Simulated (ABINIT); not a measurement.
Crystal: TaF3.

```
CELL_PARAMETERS angstrom
3.90120 0.00000 0.00000
0.00000 3.90120 0.00000
0.00000 0.00000 3.90120
ATOMIC_POSITIONS crystal
Ta 0.00000 0.00000 0.00000
F 0.00000 0.00000 0.50000
F 0.00000 0.50000 0.00000
F 0.50000 0.00000 0.00000
```

Base run:

| Property | Result |
| --- | --- |
| Program | ABINIT 10.8.3 (patched build) |
| Functional | RPBE |
| Potentials or basis | JTH PAW PBE v2.0 |
| Cutoff | 762 eV |
| k mesh | 7 × 7 × 7 |
| Occupations | fermi-dirac, width 0.05 eV |
| Spin | no spin polarisation |

Its results: band gap on the k mesh none (metal or under the smearing width); pressure 28.3 GPa.

Task: The run is repeated on the same cell with these changes: functional from RPBE to PBE. What comes out?

Result: Band gap on the k mesh none (metal or under the smearing width); pressure 24.7 GPa.

PBE binds more tightly than RPBE, so the same cell stands under less pressure.

Caveats: spin-orbit coupling is left out, which moves the levels of the heavy elements; the atomic spheres overlap; a pressure of tens of GPa on the cell as given is suspect, and the run, the potentials or the cell itself is likely at fault (some runs); the PAW data sets were made with another functional, which shifts forces and pressure a little (some runs).
